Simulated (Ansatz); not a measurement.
**C₃H₆FNO₂Si: a ladder of functionals and wavefunction methods**

The task here is to estimate one member of a computed series from the others.

Program: Ansatz 0.2.0, Gaussian basis. Level of theory: functionals in def2-TZVPP, the program's frozen cores in correlated methods. These are calculated values, not measurements.

The runs, in order: PBE-D4, r2SCAN-D4, PBE0-D4, B3LYP-D4, ωB97X-V, ωB97M-V, B2PLYP; CCSD(T)/def2-TZVPP; MP2/def2-QZVPP; extrapolation to the limit.

### Structure used throughout

An earlier PBE0-D4 in a triple-zeta def2 set relaxation fixed the geometry.

14 atoms, charge 0, spin multiplicity 1.

Atoms are counted from 1 here; the program's logs count them from 0.

Bond lengths: C1–O2 1.417 Å, C1–H9 1.093 Å, C1–H10 1.089 Å, C1–H11 1.093 Å, O2–Si3 1.600 Å, Si3–F4 1.575 Å, Si3–C5 1.849 Å, Si3–O7 1.606 Å, C5–N6 1.151 Å, O7–C8 1.417 Å, C8–H12 1.094 Å, C8–H13 1.092 Å, C8–H14 1.090 Å. Angles: O2–C1–H9 110.8°, O2–C1–H10 107.6°, O2–C1–H11 110.9°, H9–C1–H10 108.9°, H9–C1–H11 109.3°, H10–C1–H11 109.2°, C1–O2–Si3 126.9°, O2–Si3–F4 107.9°, O2–Si3–C5 111.1°, O2–Si3–O7 111.2°, F4–Si3–C5 105.9°, F4–Si3–O7 112.7°, C5–Si3–O7 107.9°, Si3–C5–N6 176.7°, Si3–O7–C8 127.8°, O7–C8–H12 111.2°, O7–C8–H13 110.5°, O7–C8–H14 107.8° and more.

Set-up of the first run:

The input, in.yaml:

```yaml
crystal:
  periodic: [false, false, false]
  atoms:
    - {symbol: C, position_ang: [-0.283057, 2.339308, 0.621295]}
    - {symbol: O, position_ang: [-0.165773, 1.144471, 1.373784]}
    - {symbol: Si, position_ang: [0.169250, -0.315031, 0.810783]}
    - {symbol: F, position_ang: [0.100825, -1.325667, 2.017359]}
    - {symbol: C, position_ang: [1.903134, -0.400248, 0.175667]}
    - {symbol: N, position_ang: [2.960377, -0.430706, -0.278800]}
    - {symbol: O, position_ang: [-0.817719, -0.716045, -0.390709]}
    - {symbol: C, position_ang: [-0.737906, -1.848961, -1.238164]}
    - {symbol: H, position_ang: [0.675396, 2.609688, 0.169657]}
    - {symbol: H, position_ang: [-0.587396, 3.131320, 1.304678]}
    - {symbol: H, position_ang: [-1.035618, 2.233212, -0.163649]}
    - {symbol: H, position_ang: [0.278344, -1.988716, -1.617869]}
    - {symbol: H, position_ang: [-1.050217, -2.749342, -0.704119]}
    - {symbol: H, position_ang: [-1.409620, -1.683294, -2.079904]}
basis:
  gaussian: {orbitals: def2-TZVPP}
hamiltonian: {xc: pbe, dispersion: d4}
output: {forces: true, orbitals: {seedname: orbitals}}
```

Launch:

```console
> ansatz run in.yaml --threads 2 --pin off --events-out ev --progress --plain --max-ram 32768MiB --backend cuda --devices 0, --max-vram 18GiB
```

Among the steps run: PBE-D4 (GGA); r2SCAN-D4 (meta-GGA); PBE0-D4 (hybrid); B3LYP-D4 (hybrid); ωB97X-V (range-separated); ωB97M-V (range-separated); B2PLYP (double hybrid); CCSD(T) in def2-TZVPP; MP2 in def2-QZVPP.

One of the session's tables, all rows but one given; the rest of the session is left out.

It belongs to the step «Atomisation energies». 

```
            method  atomisation energy (eV)
            PBE-D4                   64.077
         r2SCAN-D4                   62.573
           PBE0-D4                   62.409
          B3LYP-D4                   62.486
           ωB97X-V                   62.697
           ωB97M-V                        ?
            B2PLYP                   62.073
     HF/def2-TZVPP                   44.473
    MP2/def2-TZVPP                   62.769
   CCSD/def2-TZVPP                   59.778
CCSD(T)/def2-TZVPP                   60.887
           MP2/CBS                   64.565
       CCSD(T)/CBS                   62.683
```

Q: Estimate the row for ωB97M-V from the others.

**Answer.** atomisation energy (eV): 62.790. In the column «atomisation energy (eV)» it lies between MP2/def2-TZVPP (62.769) and PBE-D4 (64.077).

Caveats from the session: Free atoms (3 C, 2 O, 1 Si, 1 F, 1 N, 6 H) were run apart at each level; the atomisation energy is their sum less the molecule, without zero-point or spin-orbit terms.
